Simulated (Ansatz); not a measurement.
**C2H5NSi: short molecular-dynamics run**

How does C2H5NSi move over a short run? Wanted for C2H5NSi: a short molecular-dynamics run. SMILES: N#CC[SiH3].

Computed with the Python package of Ansatz 0.2.0. Level of theory: Hartree-Fock/6-31G.

### Step 1. Starting point

Bond lengths: N1–C2 1.225 Å, C2–C3 1.494 Å, C3–Si4 1.778 Å, C3–H5 1.091 Å, C3–H6 1.114 Å, Si4–H7 1.524 Å, Si4–H8 1.482 Å, Si4–H9 1.520 Å. Angles: N1–C2–C3 179.3°, C2–C3–Si4 109.9°, C2–C3–H5 107.9°, C2–C3–H6 107.2°, Si4–C3–H5 112.7°, Si4–C3–H6 111.1°, H5–C3–H6 107.8°, C3–Si4–H7 108.4°, C3–Si4–H8 112.4°, C3–Si4–H9 115.2°, H7–Si4–H8 105.5°, H7–Si4–H9 104.4°, H8–Si4–H9 110.2°.

c2h5nsi.xyz, read by the script:

```xyz
9

N     2.76750   -0.43260   -0.15640
C     1.64360    0.04270   -0.26890
C     0.26980    0.61100   -0.41900
Si   -0.91270   -0.44070    0.39040
H     0.07000    0.72740   -1.48560
H     0.28140    1.62640    0.03820
H    -2.29730    0.17500    0.22470
H    -0.99700   -1.78200   -0.23470
H    -0.73680   -0.57340    1.89420
```

### Step 2. Script

Input file c2h5nsi.py:

```python
"""Molecular dynamics of one C2H5NSi molecule."""

import ansatz as az
import numpy as np

params = {
    "basis_set": "6-31G",
    "functional": "hf",
    "n_steps": 30,
    "temperature_k": 300,
}


def main() -> None:
    molecule = az.Crystal.molecule_from_extxyz("c2h5nsi.xyz")

    calc = (
        molecule.calculation()
        .basis(gaussian=params["basis_set"])  # the orbital basis, by name
        .functional(params["functional"])
    )
    symbols = [site.symbol for site in molecule.cartesian_sites]
    start = np.array([site.position_ang for site in molecule.cartesian_sites], dtype=float)
    report = calc.relax(force_tolerance=0.02).run(threads=1, pin="off").report
    end = np.array(report["positions_ang"])
    minimum = az.Crystal.molecule()
    for symbol, place in zip(symbols, end):
        minimum = minimum.atom(symbol, place.tolist())

    # dynamics from the relaxed geometry
    calc = minimum.calculation()
    calc = calc.basis(gaussian=params["basis_set"])
    calc = calc.functional(params["functional"]).md("nve", timestep=1.0, steps=params["n_steps"], temperature=params["temperature_k"], initial_velocities="maxwell_boltzmann", seed=18)
    frames = []
    out = calc.session().plan().execute(on_event=lambda e: frames.append(e["data"]) if e["event"] == "md_step" else None)
    print("t (fs)   E_pot (eV)      E_kin (eV)   T (K)   d(0-1) (A)")
    for f in frames[::3]:
        xyz = np.array(f["positions_ang"])
        print(f"{f['time_fs']:6.2f} {f['lagrangian_ev']:14.5f} {f['e_kin_ev']:10.5f} {f['temperature_k']:8.1f} {np.linalg.norm(xyz[0] - xyz[1]):9.4f}")
    kept = np.array([f["conserved_ev"] for f in frames])
    print(f"conserved energy moves by at most {1000 * np.ptp(kept):.3f} meV")


if __name__ == "__main__":
    main()
```

### Step 3. The calls as engine input

The engine receives this input (first run):

```yaml
crystal:
  periodic: [false, false, false]
  atoms:
    - { symbol: "N", position_ang: [2.7675, -0.4326, -0.1564] }
    - { symbol: C, position_ang: [1.6436, 0.0427, -0.2689] }
    - { symbol: C, position_ang: [0.2698, 0.611, -0.419] }
    - { symbol: Si, position_ang: [-0.9127, -0.4407, 0.3904] }
    - { symbol: H, position_ang: [0.07, 0.7274, -1.4856] }
    - { symbol: H, position_ang: [0.2814, 1.6264, 0.0382] }
    - { symbol: H, position_ang: [-2.2973, 0.175, 0.2247] }
    - { symbol: H, position_ang: [-0.997, -1.782, -0.2347] }
    - { symbol: H, position_ang: [-0.7368, -0.5734, 1.8942] }
basis:
  gaussian:
    orbitals: "6-31G"
hamiltonian:
  xc: hf
relax:
  f_tol: 0.02
```

### Step 4. Running it

Started as:

```sh
$ python c2h5nsi.py
```

**Question.** What results will this script give? Wanted: moves of the relaxation of run 1; energy gained in run 1; last largest force component of run 1; mean temperature, second half; farthest move; largest change of the conserved energy.

The runs gave:

| quantity | value |
| --- | --- |
| runs compared | 2 |
| moves of the relaxation of run 1 | 5 |
| energy gained in run 1 | 0.759 eV |
| last largest force component of run 1 | 0.0149 eV/Å |
| length of the run | 30 steps, 30 fs |
| mean temperature, second half | 156 K |
| farthest move | 0.24 Å |
| largest change of the conserved energy | 0.76 meV/atom |

What this shows: Run 1: The relaxation took 5 moves; the largest shift is 0.110 Å, of atom 4 (Si). The temperature swings between 63 and 300 K, with a mean of 156 K in the second half; from a start near a minimum about half of the kinetic energy passes into potential energy. The conserved energy stays within 0.76 meV/atom, so the time step holds. 30 fs show the first vibrations only, not equilibrium. Reading the output:
- The trajectory is only some femtoseconds long, and gives no averages; where the script doesn't relax first, it starts from a rough generated geometry.
- The temperature counts the internal degrees of freedom alone.
- With hydrogen a step over 0.5 fs is long.
